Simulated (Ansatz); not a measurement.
# CuN₂H₅: vertical ionisation energy

The task here is to estimate one member of a computed series from the others.

Program: Ansatz 0.2.0, Gaussian basis. Level of theory: unrestricted cation, the program's frozen cores in correlated methods. These are calculated values, not measurements.

The runs, in order: UKS PBE-D4/def2-TZVPP; UKS r2SCAN-D4/def2-TZVPP; UKS PBE0-D4/def2-TZVPP; UKS B3LYP-D4/def2-TZVPP; UKS wB97X-V/def2-TZVPP; UKS wB97M-V/def2-TZVPP; UKS B2PLYP (frozen core with 3s3p of Cu, Zn)/def2-TZVPP; UHF-MP2 with 3s3p of Cu, Zn/def2-TZVPP; UHF-MP2 with 3s3p of Cu, Zn/def2-QZVPP; then −ε(HOMO) from the neutral's earlier runs with LDA (SPW92), PBE-D4, revPBE-D4, BLYP-D4, r2SCAN-D4, B97M-V, PBE0-D4, B3LYP-D4, r2SCANh-D4, r2SCAN0-D4, HSE06-D4, BHLYP-D4, CAM-B3LYP-D4, LC-ωPBE, ωB97X-V, ωB97M-V.

1 further run of the same task is left out (it didn't finish).

## The relaxed structure

The geometry comes from an earlier relaxation with PBE0-D4 in a triple-zeta def2 set; it is a stationary point, not always the lowest conformer.

SMILES `[NH2][Cu-][NH3+]`, 8 atoms, charge 0, spin multiplicity 1.

Atoms are counted from 1 here; the program's logs count them from 0.

Bond lengths: N1–Cu2 1.821 Å, N1–H4 1.016 Å, N1–H5 1.016 Å, Cu2–N3 1.942 Å, N3–H6 1.015 Å, N3–H7 1.015 Å, N3–H8 1.015 Å. Angles: Cu2–N1–H4 112.1°, Cu2–N1–H5 112.1°, H4–N1–H5 105.0°, N1–Cu2–N3 175.3°, Cu2–N3–H6 111.7°, Cu2–N3–H7 111.1°, Cu2–N3–H8 111.1°, H6–N3–H7 107.6°, H6–N3–H8 107.6°, H7–N3–H8 107.5°.

Coordinates:

```
N    -0.19067    1.50415   -1.52229
Cu   -0.00762    0.22007   -0.24427
N     0.31671   -1.20161    1.03899
H    -1.08886    1.44863   -1.99362
H    -0.15666    2.44074   -1.13038
H     1.14791   -1.73591    0.80531
H     0.44421   -0.82786    1.97401
H    -0.46501   -1.84821    1.07225
```

Set-up of the first run:

Contents of in.yaml:

```yaml
crystal:
  periodic: [false, false, false]
  atoms:
    - {symbol: N, position_ang: [-0.190672, 1.504145, -1.522291]}
    - {symbol: Cu, position_ang: [-0.007619, 0.220065, -0.244271]}
    - {symbol: N, position_ang: [0.316705, -1.201613, 1.038986]}
    - {symbol: H, position_ang: [-1.088861, 1.448630, -1.993618]}
    - {symbol: H, position_ang: [-0.156661, 2.440740, -1.130378]}
    - {symbol: H, position_ang: [1.147907, -1.735908, 0.805312]}
    - {symbol: H, position_ang: [0.444207, -0.827855, 1.974014]}
    - {symbol: H, position_ang: [-0.465007, -1.848214, 1.072247]}
basis:
  gaussian: {orbitals: def2-TZVPP}
total_charge: 1
magnetization: {spin_polarized: true, initial_magnetization: 1}
hamiltonian: {xc: pbe, dispersion: d4}
```

Steps of the session up to this table: Cation, UKS PBE-D4/def2-TZVPP; Cation, UKS r2SCAN-D4/def2-TZVPP; Cation, UKS PBE0-D4/def2-TZVPP; Cation, UKS B3LYP-D4/def2-TZVPP; Cation, UKS wB97X-V/def2-TZVPP; Cation, UKS wB97M-V/def2-TZVPP; Cation, UKS B2PLYP (frozen core with 3s3p of Cu, Zn)/def2-TZVPP; Cation, UHF-MP2 with 3s3p of Cu, Zn/def2-TZVPP; Cation, UHF-MP2 with 3s3p of Cu, Zn/def2-QZVPP.

One table of the session follows, with a row left open; its other results are not shown here.

It belongs to the step «Ionisation energies side by side». Orbital estimates, from the neutral's runs:

```
  functional  −ε(HOMO) (eV)
 LDA (SPW92)           3.87
      PBE-D4           3.68
   revPBE-D4           3.60
     BLYP-D4           3.59
   r2SCAN-D4           3.83
      B97M-V           3.91
     PBE0-D4           4.90
    B3LYP-D4           4.72
  r2SCANh-D4           4.32
  r2SCAN0-D4           5.04
    HSE06-D4           4.49
    BHLYP-D4           6.05
CAM-B3LYP-D4           6.30
     LC-ωPBE           7.60
     ωB97X-V              ?
     ωB97M-V           7.25
```

Estimate the missing values for ωB97X-V.

As computed: −ε(HOMO) (eV): 7.27. In the column «−ε(HOMO) (eV)» it lies between ωB97M-V (7.25) and LC-ωPBE (7.60).

Caveats from the session: The cation may have settled in a state other than its lowest; no search over hole states beyond the program's own was made.
